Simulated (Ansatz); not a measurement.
# SiN₂H₆ + H₂ + H₂O: a complex and its separated parts

The complex below is one end of an elementary step. How strongly is it bound against its free parts?

Computed with Ansatz 0.2.0, Gaussian basis. Level: PBE0-D4/def2-TZVP structures, single points in def2-TZVPP, no counterpoise correction.

Levels: SPW92, PBE-D4, BLYP-D4, r2SCAN-D4, B97M-V, PBE0-D4, B3LYP-D4, r2SCAN0-D4, BHLYP-D4, CAM-B3LYP-D4, wB97X-V, wB97M-V, B2PLYP, PBE-QIDH, RPA on PBE, Hartree-Fock, MP2, CCSD, CCSD(T).

Cores are frozen in the correlated methods. B3LYP uses VWN-RPA correlation. B2PLYP carries no dispersion term here.

113 further runs of the same task are left out: 113 set aside as unsound or not needed.

## (1) Where the work starts

The complex: 14 atoms, charge 0, spin multiplicity 1.

Atoms are counted from 1 here; the program's logs count them from 0.

Bond lengths: Si1–H3 1.491 Å, Si1–H4 1.490 Å, Si1–N5 1.703 Å, Si1–N7 1.741 Å, H2–H8 0.749 Å, N5–H10 1.005 Å, N5–H11 1.011 Å, H6–O9 0.976 Å, N7–H12 1.010 Å, N7–H13 1.011 Å, O9–H14 0.959 Å. Angles: H3–Si1–H4 108.2°, H3–Si1–N5 105.9°, H3–Si1–N7 115.6°, H4–Si1–N5 118.1°, H4–Si1–N7 102.9°, N5–Si1–N7 106.5°, Si1–N5–H10 121.3°, Si1–N5–H11 118.9°, H10–N5–H11 113.3°, Si1–N7–H12 116.6°, Si1–N7–H13 117.1°, H12–N7–H13 109.9°, H6–O9–H14 106.1°.

As a file:

```csv
atom,x (Å),y (Å),z (Å)
Si1,0.64559,1.28234,-0.45749
H2,-2.95993,-0.25046,1.86346
H3,1.34435,2.33536,-1.24798
H4,-0.33870,1.94968,0.44091
N5,1.87242,0.34003,0.25395
H6,-0.41383,-1.26766,-0.04248
N7,-0.34752,0.18664,-1.37663
H8,-2.34233,-0.64263,1.70403
O9,-0.26131,-1.77948,0.77499
H10,2.75449,0.74356,0.51865
H11,1.61176,-0.45681,0.81939
H12,-1.28961,0.49036,-1.57889
H13,0.06445,-0.22794,-2.20120
H14,-0.33972,-2.70289,0.52931
```

Its parts: SiN₂H₆ holds atoms 1, 3, 4, 5, 7, 10, 11, 12, 13; H₂ holds atoms 2, 8; H₂O holds atoms 6, 9, 14. Each part counts its atoms afresh in its own runs.

## (2) Relaxing SiN₂H₆ alone

File relax-a/in.yaml:

```yaml
crystal:
  periodic: [false, false, false]
  atoms:
    - {symbol: Si, position_ang: [0.645589, 1.282342, -0.457493]}
    - {symbol: H, position_ang: [1.344346, 2.335360, -1.247980]}
    - {symbol: H, position_ang: [-0.338703, 1.949685, 0.440909]}
    - {symbol: N, position_ang: [1.872423, 0.340026, 0.253947]}
    - {symbol: N, position_ang: [-0.347523, 0.186638, -1.376634]}
    - {symbol: H, position_ang: [2.754490, 0.743557, 0.518646]}
    - {symbol: H, position_ang: [1.611758, -0.456812, 0.819388]}
    - {symbol: H, position_ang: [-1.289610, 0.490363, -1.578890]}
    - {symbol: H, position_ang: [0.064446, -0.227936, -2.201199]}
basis:
  gaussian: {orbitals: def2-TZVP}
hamiltonian: {xc: pbe0, dispersion: d4}
relax: {f_tol: 0.005, max_steps: 200}
```

Started as:

```bash
$ ansatz run in.yaml --threads 8 --pin off --events-out ev --progress --plain --max-ram 19148MiB
```

Further steps of the session: Relaxing H₂ alone; Relaxing H₂O alone; SPW92/def2-TZVPP; PBE-D4/def2-TZVPP; BLYP-D4/def2-TZVPP; r2SCAN-D4/def2-TZVPP; B97M-V/def2-TZVPP; PBE0-D4/def2-TZVPP; B3LYP-D4/def2-TZVPP; r2SCAN0-D4/def2-TZVPP; BHLYP-D4/def2-TZVPP; CAM-B3LYP-D4/def2-TZVPP; wB97X-V/def2-TZVPP; wB97M-V/def2-TZVPP; B2PLYP/def2-TZVPP; PBE-QIDH/def2-TZVPP; RPA on PBE/def2-TZVPP; CCSD(T)/def2-TZVPP; Vibrations of SiN₂H₆; Vibrations of H₂; Vibrations of H₂O.

Q: Predict the outcome of this session. Wanted: complex less parts, CCSD(T)/def2-TZVPP; with zero-point energy; largest T1 diagnostic.

As calculated:

| quantity | value |
| --- | --- |
| complex less parts, CCSD(T)/def2-TZVPP | -0.358 eV |
| with zero-point energy | -0.194 eV |
| largest T1 diagnostic | 0.010 |

At CCSD(T) the complex lies 0.358 eV below its parts. The functionals run from PBE-QIDH, off by +0.011 eV, to SPW92, off by -0.289 eV, against CCSD(T). By rung, the mean size of the error is: LDA 0.289, GGA 0.077, meta-GGA 0.030, hybrid 0.033, range-separated hybrid 0.033, double hybrid 0.024 eV. PBE-D4 gives a relative energy 0.098 eV too low, outside chemical accuracy (1 kcal/mol, 0.043 eV). No counterpoise was applied, and triple zeta lacks some correlation, so the CCSD(T) reference has a basis error of its own, and close matches with it are partly luck.
